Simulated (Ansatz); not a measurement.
# C3H9F2NSi: the cost of one run

All numbers below are computed with Ansatz 0.2.0 (RKS B3LYP/6-31G).

**1. The system as given**

Bond lengths (14 of 15 bonds, heavy atoms first): Si1–C2 1.870 Å, Si1–F6 1.590 Å, Si1–F7 1.589 Å, Si1–N8 1.819 Å, N8–C9 1.470 Å, N8–C13 1.470 Å, C2–H3 1.110 Å, C2–H4 1.110 Å, C2–H5 1.110 Å, C9–H10 1.110 Å, C9–H11 1.110 Å, C9–H12 1.110 Å, C13–H14 1.110 Å, C13–H15 1.110 Å. Angles (14 of 27 angles, heavy atoms first): C2–Si1–F6 109.5°, C2–Si1–F7 109.5°, C2–Si1–N8 109.5°, F6–Si1–F7 109.5°, F6–Si1–N8 109.5°, F7–Si1–N8 109.5°, Si1–N8–C9 120.0°, Si1–N8–C13 120.0°, C9–N8–C13 120.0°, Si1–C2–H3 109.5°, Si1–C2–H4 109.5°, Si1–C2–H5 109.5°, N8–C9–H10 109.5°, N8–C9–H11 109.5°.

As a file:

```xyz
16

Si    0.0000    0.0000    0.0000
C     0.0000    0.0000    1.8700
H    -0.9996   -0.3092    2.2405
H     0.7676   -0.7111    2.2405
H     0.2320    1.0203    2.2405
F     1.4994    0.0000   -0.5295
F    -0.7489    1.2974   -0.5295
N    -0.8572   -1.4851   -0.6061
C    -1.5991   -2.3398    0.3320
H    -1.2218   -2.1735    1.3626
H    -2.6791   -2.0872    0.2887
H    -1.4574   -3.4051    0.0541
C    -0.8082   -1.8308   -2.0340
H    -1.6103   -1.2865   -2.5747
H     0.1794   -1.5432   -2.4511
H    -0.9565   -2.9241   -2.1559
```

**2. Preparing the start**

input.yaml reads:

```yaml
crystal:
  periodic: [false, false, false]
  atoms:
    - { symbol: Si, position_ang: [0.0, 0.0, 0.0] }
    - { symbol: C, position_ang: [0.0, 0.0, 1.87] }
    - { symbol: H, position_ang: [-0.9996, -0.3092, 2.2405] }
    - { symbol: H, position_ang: [0.7676, -0.7111, 2.2405] }
    - { symbol: H, position_ang: [0.232, 1.0203, 2.2405] }
    - { symbol: F, position_ang: [1.4994, 0.0, -0.5295] }
    - { symbol: F, position_ang: [-0.7489, 1.2974, -0.5295] }
    - { symbol: "N", position_ang: [-0.8572, -1.4851, -0.6061] }
    - { symbol: C, position_ang: [-1.5991, -2.3398, 0.332] }
    - { symbol: H, position_ang: [-1.2218, -2.1735, 1.3626] }
    - { symbol: H, position_ang: [-2.6791, -2.0872, 0.2887] }
    - { symbol: H, position_ang: [-1.4574, -3.4051, 0.0541] }
    - { symbol: C, position_ang: [-0.8082, -1.8308, -2.034] }
    - { symbol: H, position_ang: [-1.6103, -1.2865, -2.5747] }
    - { symbol: H, position_ang: [0.1794, -1.5432, -2.4511] }
    - { symbol: H, position_ang: [-0.9565, -2.9241, -2.1559] }
basis:
  gaussian: { orbitals: "6-31G" }
hamiltonian:
  xc: b3lyp
relax:
  f_tol: 0.02
  max_steps: 40
output:
  orbitals: {}
```

Run with:

```sh
> ansatz run input.yaml --threads 1 --pin off --max-ram 2048MiB --backend cpu --events-out ev --progress --plain --runs-dir out
```

Q: Estimate wall time and peak memory on 1 thread of Arm Neoverse V2, shared host.

About 70 s, with a peak of 0.23 GiB.
